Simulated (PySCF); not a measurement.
# One shape, several levels: C4H4BN (SMILES b1ccccn1)

Aim: a comparison of 4 runs (HF/def2-SVP, BP86/6-31G*, PBE0/def2-SVP, PBE/aug-cc-pVDZ) of C4H4BN. Input form: a Python script.

Program for the calculation: PySCF 2.14.0.

### 1 The structure to begin with

C4H4BN has 10 atoms, charge 0, and is taken as a singlet. SMILES: `b1ccccn1`. The shape is that of a PBE0-D4/def2-TZVP optimisation.

Bond lengths: B1–C2 1.441 Å, C2–C3 1.402 Å, C3–C4 1.405 Å, C4–C5 1.390 Å, B1–N6 1.312 Å, C5–N6 1.349 Å, C2–H7 1.077 Å, C3–H8 1.088 Å, C4–H9 1.083 Å, C5–H10 1.088 Å. Some angles: B1–C2–C3 101.6°, C2–B1–N6 142.5°, C2–C3–C4 124.4°, C3–C4–C5 121.1°, C4–C5–N6 121.6°, B1–N6–C5 108.7°, B1–C2–H7 136.1°, C3–C2–H7 122.2°, C2–C3–H8 117.7°, C4–C3–H8 117.8°. A long bond or contact: B1–C4 2.499 Å.

### 2 Energy and forces at HF/def2-SVP (run 1)

Contents of input.py:

```python
import pyscf.grad
from pyscf import gto, scf

mol = gto.M(
    atom=[
    ('B', (0.036500, 0.044900, -1.548300)),
    ('C', (0.842600, -0.970500, -0.919500)),
    ('C', (0.586900, -0.733100, 0.437900)),
    ('C', (-0.263400, 0.275500, 0.921500)),
    ('C', (-0.928500, 1.132300, 0.052600)),
    ('N', (-0.786500, 1.032200, -1.284900)),
    ('H', (1.502000, -1.755000, -1.251600)),
    ('H', (1.080300, -1.373400, 1.165600)),
    ('H', (-0.402500, 0.386600, 1.989600)),
    ('H', (-1.584400, 1.909500, 0.440300)),
],
    verbose=4,
    spin=0,
    max_memory=1860,
    basis='def2-svp',
)

calc0 = scf.RHF(mol)
calc0.conv_tol = 1e-10
calc0.kernel()
if not calc0.converged:
    calc0 = calc0.newton().run(calc0.mo_coeff, calc0.mo_occ)

etot = calc0.e_tot
print('E(%s) = %.9f' % ('HF', etot))
grad = calc0.Gradients().kernel()
calc0.analyze()
```

The run is started by

```console
OMP_NUM_THREADS=1 python input.py
```

The log of the run:

```text
PySCF version 2.14.0

[... 70 lines left out ...]
converged SCF energy = -232.722002680224
[... 24 lines left out ...]
MO #4   energy= -11.2356971995071  occ= 2
[... 9 lines left out ...]
MO #14  energy= -0.617212741139272 occ= 2
[... 9 lines left out ...]
MO #24  energy= 0.185203277317629  occ= 0
[... 9 lines left out ...]
MO #34  energy= 0.497401659863909  occ= 0
[... 9 lines left out ...]
MO #44  energy= 0.818894112723594  occ= 0
[... 9 lines left out ...]
MO #54  energy= 1.0590269315398    occ= 0
[... 9 lines left out ...]
MO #64  energy= 1.44736015356168   occ= 0
[... 9 lines left out ...]
MO #74  energy= 2.00523811187606   occ= 0
[... 9 lines left out ...]
MO #84  energy= 2.39575473248177   occ= 0
[... 9 lines left out ...]
MO #94  energy= 2.9506806262486    occ= 0
[... 9 lines left out ...]
MO #104 energy= 3.86818642445163   occ= 0
[... 78 lines left out ...]
pop of  5 N 3px           0.00503
pop of  5 N 3py           0.00539
pop of  5 N 3pz           0.00584
pop of  5 N 3dxy          0.00463
pop of  5 N 3dyz          0.00124
pop of  5 N 3dz^2         0.00305
pop of  5 N 3dxz          0.00114
pop of  5 N 3dx2-y2       0.00130
pop of  6 H 1s            0.86818
pop of  6 H 2s            0.01015
pop of  6 H 2px           0.00088
pop of  6 H 2py           0.00114
pop of  6 H 2pz           0.00023
pop of  7 H 1s            0.88480
pop of  7 H 2s            0.01058
pop of  7 H 2px           0.00051
pop of  7 H 2py           0.00079
pop of  7 H 2pz           0.00096
pop of  8 H 1s            0.89290
pop of  8 H 2s            0.00941
pop of  8 H 2px           0.00028
pop of  8 H 2py           0.00025
pop of  8 H 2pz           0.00185
pop of  9 H 1s            0.88734
pop of  9 H 2s            0.01167
pop of  9 H 2px           0.00091
pop of  9 H 2py           0.00126
pop of  9 H 2pz           0.00049
 ** Mulliken atomic charges  **
charge of    0B =      0.35740
charge of    1C =     -0.28864
charge of    2C =      0.01152
charge of    3C =     -0.22147
charge of    4C =      0.12530
charge of    5N =     -0.39950
charge of    6H =      0.11941
charge of    7H =      0.10235
charge of    8H =      0.09530
charge of    9H =      0.09833
Dipole moment(X, Y, Z, Debye):  1.09118, -1.36453,  0.66860
```

It took 27 s on 1 thread of Intel Xeon at 2.50GHz (Skylake/Cascade Lake), shared host; peak memory 0.23 GiB.

### 3 Energy and forces at BP86/6-31G(d) (spherical functions) (run 2)

Contents of run.py:

```python
from pyscf import gto, dft

mol = gto.M(
    atom='''
B      0.036500     0.044900    -1.548300
C      0.842600    -0.970500    -0.919500
C      0.586900    -0.733100     0.437900
C     -0.263400     0.275500     0.921500
C     -0.928500     1.132300     0.052600
N     -0.786500     1.032200    -1.284900
H      1.502000    -1.755000    -1.251600
H      1.080300    -1.373400     1.165600
H     -0.402500     0.386600     1.989600
H     -1.584400     1.909500     0.440300
''',
    max_memory=1860,
    verbose=4,
    spin=0,
    basis='6-31g*',
)

mf = dft.RKS(mol)
mf.xc = 'bp86'
mf.conv_tol = 1e-10
mf.grids.level = 5
mf.kernel()
if not mf.converged:
    mf = mf.newton().run(mf.mo_coeff, mf.mo_occ)

etot = mf.e_tot
print('E = %.10f Eh' % etot)
grad = mf.nuc_grad_method().kernel()
dip = mf.dip_moment()
pop, q = mf.mulliken_pop()
```

The run is started by

```console
OMP_NUM_THREADS=1 python run.py
```

The log of the run:

```text
PySCF version 2.14.0

[... 85 lines left out ...]
converged SCF energy = -234.384614246599
[... 13 lines left out ...]
Dipole moment(X, Y, Z, Debye):  0.97168, -1.22445,  0.76664
[... 64 lines left out ...]
pop of  4 C 3py           0.29980
pop of  4 C 3pz           0.14710
pop of  4 C 3dxy          0.00601
pop of  4 C 3dyz          0.01757
pop of  4 C 3dz^2         0.01576
pop of  4 C 3dxz          0.01533
pop of  4 C 3dx2-y2       0.00270
pop of  5 N 1s            1.99719
pop of  5 N 2s            0.79429
pop of  5 N 3s            0.76897
pop of  5 N 2px           0.81320
pop of  5 N 2py           0.86177
pop of  5 N 2pz           0.78331
pop of  5 N 3px           0.45144
pop of  5 N 3py           0.44167
pop of  5 N 3pz           0.33535
pop of  5 N 3dxy          0.00433
pop of  5 N 3dyz          0.00639
pop of  5 N 3dz^2         0.00839
pop of  5 N 3dxz          0.00599
pop of  5 N 3dx2-y2       0.00457
pop of  6 H 1s            0.52498
pop of  6 H 2s            0.31491
pop of  7 H 1s            0.52834
pop of  7 H 2s            0.31575
pop of  8 H 1s            0.52931
pop of  8 H 2s            0.33134
pop of  9 H 1s            0.53388
pop of  9 H 2s            0.32208
 ** Mulliken atomic charges  **
charge of    0B =      0.21543
charge of    1C =     -0.20493
charge of    2C =     -0.15274
charge of    3C =     -0.14659
charge of    4C =     -0.03371
charge of    5N =     -0.27687
charge of    6H =      0.16011
charge of    7H =      0.15591
charge of    8H =      0.13935
charge of    9H =      0.14403
```

Run time: 85 s. Hardware: 1 thread of Intel Xeon at 2.50GHz (Skylake/Cascade Lake), shared host; peak memory 0.93 GiB.

Run 3 isn't shown in full; the table further down has it.

### 4 Energy and gradient at PBE/aug-cc-pVDZ (run 4)

Contents of calc.py:

```python
from pyscf import gto, dft

mol = gto.Mole()
mol.atom = '''
B    0.036500   0.044900  -1.548300
C    0.842600  -0.970500  -0.919500
C    0.586900  -0.733100   0.437900
C   -0.263400   0.275500   0.921500
C   -0.928500   1.132300   0.052600
N   -0.786500   1.032200  -1.284900
H    1.502000  -1.755000  -1.251600
H    1.080300  -1.373400   1.165600
H   -0.402500   0.386600   1.989600
H   -1.584400   1.909500   0.440300
'''
mol.verbose = 3
mol.basis = 'aug-cc-pvdz'
mol.max_memory = 1860
mol.build()

ks = dft.RKS(mol)
ks.xc = 'pbe'
ks.conv_tol = 1e-10
ks.grids.level = 5
ks.kernel()
if not ks.converged:
    ks = ks.newton().run(ks.mo_coeff, ks.mo_occ)

etot = ks.e_tot
print('E(%s) = %.9f' % ('PBE', etot))
grad = ks.nuc_grad_method().kernel()
ks.analyze()
```

The run is started by

```console
OMP_NUM_THREADS=1 python calc.py
```

The log of the run:

```text
converged SCF energy = -234.121773004305
[... 18 lines left out ...]
MO #9   energy= -0.654567738522682 occ= 2
[... 14 lines left out ...]
MO #24  energy= -0.0177890554584721 occ= 0
[... 14 lines left out ...]
MO #39  energy= 0.100440655978394  occ= 0
[... 14 lines left out ...]
MO #54  energy= 0.235384912193341  occ= 0
[... 14 lines left out ...]
MO #69  energy= 0.379680762013781  occ= 0
[... 14 lines left out ...]
MO #84  energy= 0.547712226207332  occ= 0
[... 14 lines left out ...]
MO #99  energy= 0.712844154580494  occ= 0
[... 14 lines left out ...]
MO #114 energy= 1.01206949292272   occ= 0
[... 14 lines left out ...]
MO #129 energy= 1.40602113076316   occ= 0
[... 14 lines left out ...]
MO #144 energy= 1.76749140030277   occ= 0
[... 14 lines left out ...]
MO #159 energy= 2.29890257366443   occ= 0
[... 14 lines left out ...]
MO #174 energy= 4.11350737230653   occ= 0
[... 11 lines left out ...]
Dipole moment(X, Y, Z, Debye):  0.99945, -1.25945,  0.78809
```

It took 4 min on 1 thread of Intel Xeon at 2.50GHz (Skylake/Cascade Lake), shared host; peak memory 2.3 GiB.

### 5 Overview of the runs

```csv
run,level,integration grid,energy (Eh),dipole moment (D),HOMO energy (eV),LUMO energy (eV),wall time
1,HF/def2-SVP,–,-232.722003,1.87,-8.78,2.39,27 s
2,BP86/6-31G* (spherical functions),5,-234.384614,1.74,-5.70,-1.97,85 s
3,PBE0/def2-SVP,5,-233.945740,1.74,-6.87,-1.18,85 s
4,PBE/aug-cc-pVDZ,5,-234.121773,1.79,-5.97,-2.30,4 min
```

### 6 Outcome

| quantity | value |
| --- | --- |
| run 4: total energy | -234.12177 Eh |
| run 4: dipole moment | 1.79 D |
| run 4: HOMO energy | -5.97 eV |
| run 4: LUMO energy | -2.30 eV |
| run 4: HOMO–LUMO gap | 3.67 eV |
| run 4: largest force on an atom | 0.841 eV/Å |

In words: The dipole moment (its size) runs from 1.74 D (BP86/6-31G*) to 1.87 D (HF/def2-SVP). The two ends differ in method and basis. The HOMO–LUMO gap runs from 3.67 eV (PBE/aug-cc-pVDZ) to 11.16 eV (HF/def2-SVP). Totals of different functionals can't be ranked against each other. All runs together took 7.3 min, the longest 4 min.
